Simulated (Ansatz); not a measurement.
MgGe2:

```
Ge Mg
1.0
     5.52149   -1.84985    0.00000
     5.52149    1.84985    0.00000
    -3.21762    0.00000    6.00777
Ge Mg
4 2
Direct
  0.52923 0.52923 0.29362
  0.47077 0.47077 0.70638
  0.88039 0.88039 0.98544
  0.11961 0.11961 0.01456
  0.81529 0.81529 0.34925
  0.18471 0.18471 0.65075
```

The cell comes from a database or a generator and needn't be the stable form of this composition.

| Item | Value |
| --- | --- |
| Program | Ansatz 0.2.0 |
| Task | relaxation of cell and atoms |
| Functional | r2SCAN |
| Potentials or basis | Ansatz PAW |
| Cutoff | 500 eV (not typed: the program's choice for these potentials) |
| k mesh | 8 × 8 × 5 |
| Occupations | fermi-dirac, width 0.05 eV |
| Spin | no spin polarisation |

At the start: volume 20.45 Å³/atom.

How do energy, volume and symmetry change on relaxing?

It ends after 11 steps and the volume is 20.52 Å³/atom (+0.3 %); space group P-3m1 (No. 164, to 0.05 Å).

Step by step:
```tsv
step	energy change (eV)	largest force (eV/Å)	volume (Å³)
1	0.0000	0.4104	122.73
2	-0.1052	0.2468	117.55
3	-0.2473	0.5003	116.27
4	-0.4336	0.8596	118.77
5	-0.5611	0.1654	121.88
6	-0.6210	0.1848	121.88
7	-0.6612	0.1214	122.54
8	-0.6773	0.0167	123.96
9	-0.6803	0.0314	123.39
10	-0.6807	0.0059	123.10
11	-0.6819	0.0057	123.10
```

Final structure:
```
CELL_PARAMETERS angstrom
5.83741 -1.92816 -0.17512
5.83741 1.92816 -0.17512
-3.59228 0.00000 5.57643
ATOMIC_POSITIONS crystal
Ge 0.55887 0.55887 0.39143
Ge 0.44113 0.44113 0.60857
Ge 0.94055 0.94055 0.10761
Ge 0.05945 0.05945 0.89239
Mg 0.75022 0.75022 0.25074
Mg 0.24978 0.24978 0.74926
```

Caveat: the plane-wave basis is chosen anew once the cell has moved, so the energies of steps on either side of that aren't comparable; the PAW data sets come from PBE, with cores solved anew for the run's functional, which leaves a small shift of forces and pressure.
